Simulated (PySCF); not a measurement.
# BrCl2Ga2H3: the cost of one run

Programs: PySCF 2.14.0, with density-fitted response routines of our own. Each step states its level of theory. These are calculated values for one molecule in the gas phase, unless marked as measured. Atoms are numbered from 0 throughout.

## 1. The molecule as given

8 atoms, charge 0, multiplicity 1; geometry from: PBE0-D3(BJ)/def2-SVP.

Bonds of the start (Å): Br0–Ga1 2.28, Ga1–Cl2 2.34, Cl2–Ga3 2.38, Ga3–Cl4 2.39, Cl4–Ga1 2.34, Ga1–H5 1.55, Ga3–H6 1.55, Ga3–H7 1.55.

## 2. Nuclear shieldings: PBE0/pcSseg-1

The job: settings as JSON, then the geometry in Å.

```
{"job": {"kind": "nmr", "xc": "PBE0", "basis": "pcSseg-1", "pop": false}, "charge": 0, "multiplicity": 1}
Br     3.028380     0.780721     0.539934
Ga     1.453434    -0.699352    -0.189522
Cl    -0.213048    -0.775514     1.456594
Ga    -1.634229     0.593441     0.118838
Cl     0.030439     0.528209    -1.590653
H      1.725151    -2.115809    -0.751619
H     -1.560642     2.015879     0.731416
H     -2.771175    -0.345083    -0.365886
```

With the program's defaults for keys left out, this is: GIAO PBE0/pcSseg-1 NMR shielding, non-relativistic, gas phase.

Launch:

```console
OMP_NUM_THREADS=1 python probes_run.py task.json out
```

One launch serves the whole session: the jobs run in the order shown.

**Question.** How long does this first job take on 1 thread of Arm Neoverse N1, shared host, and how much memory does it need?

About 53 s, with a peak of 1 GiB.
